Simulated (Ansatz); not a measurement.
# Nb16H: the cost of one run

Method: DFT PBE, plane waves, PAW, scalar-relativistic, no spin polarisation, in Ansatz 0.2.0.

**1. Starting point**

The cell holds 17 atoms (HNb16): a = 6.600 Å, b = 6.600 Å, c = 6.600 Å, α = 90.00°, β = 90.00°, γ = 90.00°.

Its coordinates follow in the input file.

**2. Relaxing end A**

input.yaml

```yaml
crystal:
  lattice:
    - [6.6, 0.0, 0.0]
    - [0.0, 6.6, 0.0]
    - [0.0, 0.0, 6.6]
  atoms:
    - { symbol: Nb, position: [0.0, 0.0, 0.0] }
    - { symbol: Nb, position: [0.5, 0.0, 0.0] }
    - { symbol: Nb, position: [0.0, 0.5, 0.0] }
    - { symbol: Nb, position: [0.0, 0.0, 0.5] }
    - { symbol: Nb, position: [0.25, 0.25, 0.25] }
    - { symbol: Nb, position: [0.5, 0.5, 0.0] }
    - { symbol: Nb, position: [0.5, 0.0, 0.5] }
    - { symbol: Nb, position: [0.75, 0.25, 0.25] }
    - { symbol: Nb, position: [0.0, 0.5, 0.5] }
    - { symbol: Nb, position: [0.25, 0.75, 0.25] }
    - { symbol: Nb, position: [0.25, 0.25, 0.75] }
    - { symbol: Nb, position: [0.5, 0.5, 0.5] }
    - { symbol: Nb, position: [0.75, 0.75, 0.25] }
    - { symbol: Nb, position: [0.75, 0.25, 0.75] }
    - { symbol: Nb, position: [0.25, 0.75, 0.75] }
    - { symbol: Nb, position: [0.75, 0.75, 0.75] }
    - { symbol: H, position: [0.1270651, 0.0142807, 0.2572265] }
basis:
  ecutwfc: 420.0
kpoints:
  mp_grid: { grid: [3, 3, 3] }
hamiltonian:
  xc: pbe
scf:
  occupations: { method: fermi_dirac, width: 0.05 }
  lower_state_search: "off"
relax:
  f_tol: 0.03
  max_steps: 60
  adjacent_minimum: "off"
```

The run is started by

```console
$ ansatz run input.yaml --threads 4 --pin off --max-ram 10240MiB --backend cpu --events-out ev --progress --plain --runs-dir out
```

What time and memory should one allow on 4 threads of Intel Xeon Platinum 8488C (Sapphire Rapids), shared host?

About 33 s, with a peak of 1.2 GiB.
